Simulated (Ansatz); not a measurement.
# Ti3Al: the cost of one run

Computed with Ansatz 0.2.0 (DFT PBE, scalar-relativistic, plane waves, PAW, unless a step's input says otherwise).

The COD entry's cell or inner coordinates are ideal or old and differ from later refinements, so a difference from it is no clean test against experiment.

1 further run of the same task is left out (set aside as unsound or not needed).

## 1. The system as given

Symmetry: P6_3/mmc, No. 194, hexagonal system. The conventional cell has a = 5.755 Å, b = 5.755 Å, c = 4.654 Å, α = 90.00°, β = 90.00°, γ = 120.00°. Around Ti (site symmetry mm2) lie 8 Ti at 2.82 to 2.93 Å and 4 Al at 2.84 to 2.88 Å. Al (site symmetry -6m2) has 12 Ti at 2.84 to 2.88 Å as nearest neighbours.

Structure file:

```cif
data_structure
_symmetry_space_group_name_H-M 'P 1'
_symmetry_Int_Tables_number 1
_cell_length_a 5.7553
_cell_length_b 5.7553
_cell_length_c 4.6543
_cell_angle_alpha 90.000
_cell_angle_beta 90.000
_cell_angle_gamma 120.000
_cell_volume 133.51
loop_
_atom_site_label
_atom_site_type_symbol
_atom_site_fract_x
_atom_site_fract_y
_atom_site_fract_z
_atom_site_occupancy
Ti1 Ti 0.83024 0.16976 0.25000 1
Ti2 Ti 0.66049 0.83024 0.75000 1
Ti3 Ti 0.83024 0.66049 0.25000 1
Ti4 Ti 0.16976 0.83024 0.75000 1
Ti5 Ti 0.33951 0.16976 0.25000 1
Ti6 Ti 0.16976 0.33951 0.75000 1
Al1 Al 0.33333 0.66667 0.25000 1
Al2 Al 0.66667 0.33333 0.75000 1
```

It is the result of an earlier relaxation at this level (volume 16.69 Å³/atom; gap on the mesh: none (metal)).

## 2. Relaxing to 0.001 eV/Å, with the smearing for a metal

Response runs need a geometry at rest under their own mesh and occupations; hence this stricter relaxation.

The input, input.yaml:

```yaml
crystal:
  lattice:
    - [5.7553065053, 0.0, 0.0]
    - [-2.8776532527, 4.9842416402, 0.0]
    - [0.0, 0.0, 4.6543270074]
  atoms:
    - { symbol: Ti, position: [0.8302437518, 0.1697562482, 0.25] }
    - { symbol: Ti, position: [0.6604875036, 0.8302437518, 0.75] }
    - { symbol: Ti, position: [0.8302437518, 0.6604875036, 0.25] }
    - { symbol: Ti, position: [0.1697562482, 0.8302437518, 0.75] }
    - { symbol: Ti, position: [0.3395124964, 0.1697562482, 0.25] }
    - { symbol: Ti, position: [0.1697562482, 0.3395124964, 0.75] }
    - { symbol: Al, position: [0.3333333333, 0.6666666667, 0.25] }
    - { symbol: Al, position: [0.6666666667, 0.3333333333, 0.75] }
basis:
  ecutwfc: 420
kpoints:
  mp_grid: { grid: [9, 9, 8] }
hamiltonian:
  xc: pbe
scf:
  occupations: { method: fermi_dirac, width: 0.15 }
output:
  forces: true
  stress: true
  eigenvalues: true
  write_density: true
  write_potential: true
  elf: true
  volumetric_format: npy
relax:
  adjacent_minimum: "off"
  f_tol: 0.001
  max_steps: 60
  cell: { stress_tol: 0.01 }
```

Started as:

```console
$ ansatz run input.yaml --threads 4 --pin off --max-ram 10240MiB --backend cpu --events-out ev --progress --plain --runs-dir out
```

Q: Estimate wall time and peak memory on 4 threads of Intel Xeon Platinum 8375C at 2.90GHz (Ice Lake), shared host.

About 27 s, with a peak of 0.74 GiB.
